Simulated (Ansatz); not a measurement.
# HfH+ (triplet): from Hartree-Fock to the top rungs, def2-QZVPP

The task here is to estimate one member of a computed series from the others.

Program: Ansatz 0.2.0, Gaussian basis. Level of theory: def2-QZVPP, core rule «outside noble gas», up to 4 orbitals frozen. These are calculated values, not measurements.

The runs, in order: UHF; ROHF; CCSD(T) on UHF.

2 further runs of the same task are left out: 2 set aside as unsound or not needed.

## The geometry

The geometry is a PBE0/def2-TZVP stationary point (not a proven minimum) of the parent state, kept for this charge and spin. No spin-orbit coupling is included. Elements past krypton take def2 core potentials.

2 atoms, charge 1, spin multiplicity 3.

Atoms are counted from 1 here; the program's logs count them from 0.

Bond lengths: Hf1–H2 1.832 Å.

The first run:

Input file in.yaml:

```yaml
crystal:
  periodic: [false, false, false]
  atoms:
    - {symbol: Hf, position_ang: [0.000000, 0.000000, 0.000000]}
    - {symbol: H, position_ang: [0.000000, 0.000000, 1.831618]}
basis:
  gaussian: {orbitals: "def2-QZVPP.json"}
total_charge: 1
magnetization: {spin_polarized: true, initial_magnetization: 2}
hamiltonian: {xc: hf}
output: {orbitals: {seedname: orbitals}}
```

The run is started by

```
> ansatz run in.yaml --threads 1 --pin off --events-out ev --progress --plain --max-ram 4096MiB --backend cpu
```

Among the steps run: UHF; ROHF; CCSD(T) on UHF.

One of the session's tables, all rows but one given; the rest of the session is left out.

It belongs to the step «Misses and costs». 

| method | from UCCSD(T) (meV) |
| --- | --- |
| ROHF | +1631.3 |
| UHF | +1522.5 |
| UMP2 | ? |
| UCCSD | +31.7 |
| UCCSD(T) | 0 |

**Question.** Estimate the row for UMP2.

As computed: from UCCSD(T) (meV): +325.1. In the column «from UCCSD(T) (meV)» it lies between UCCSD (+31.7) and UHF (+1522.5).
